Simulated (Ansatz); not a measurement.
# CsAg2: the cost of one run

Program: Ansatz 0.2.0. Level of theory: DFT PBE, scalar-relativistic, plane waves, PAW. These are calculated values, not measurements.

## 1. Starting point

The structure is hexagonal, space group P6/mmm (No. 191). The conventional cell has a = 4.850 Å, b = 4.850 Å, c = 5.462 Å, α = 90.00°, β = 90.00°, γ = 120.00°. Cs (site symmetry 6/mmm) has 12 Ag at 3.91 Å as nearest neighbours. Ag (site symmetry -6m2) is surrounded by 3 Ag at 2.80 Å.

Structure file:

```
CELL_PARAMETERS angstrom
4.85023 0.00000 0.00000
-2.42512 4.20042 0.00000
0.00000 0.00000 5.46185
ATOMIC_POSITIONS crystal
Cs 0.00000 0.00000 0.50000
Ag 0.33333 0.66667 0.00000
Ag 0.66667 0.33333 0.00000
```

The start is the relaxed end of an invented cell (made as: close-packed layers stacked ABC|A (P-3m1, No. 164)), taken up again for a closer look.

## 2. Probe: one point on a coarse mesh

The input, input.yaml:

```yaml
crystal:
  lattice:
    - [4.8502327, 0.0, 0.0]
    - [-2.4251164, 4.2004248, 0.0]
    - [0.0, 0.0, 5.4618488]
  atoms:
    - { symbol: Cs, position: [0.0, 0.0, 0.5] }
    - { symbol: Ag, position: [0.3333333, 0.6666667, 0.0] }
    - { symbol: Ag, position: [0.6666667, 0.3333333, 0.0] }
basis:
  ecutwfc: 420
kpoints:
  mp_grid: { grid: [6, 6, 4] }
hamiltonian:
  xc: pbe
scf:
  occupations: { method: gaussian, width: 0.1 }
  lower_state_search: "off"
output:
  forces: true
  stress: true
  eigenvalues: true
```

Started as:

```console
> ansatz run input.yaml --threads 1 --pin off --max-ram 3072MiB --backend cpu --events-out ev --progress --plain --runs-dir out
```

What time and memory should one allow on 1 thread of Arm Neoverse V1, shared host?

About 4.4 s, with a peak of 0.38 GiB.
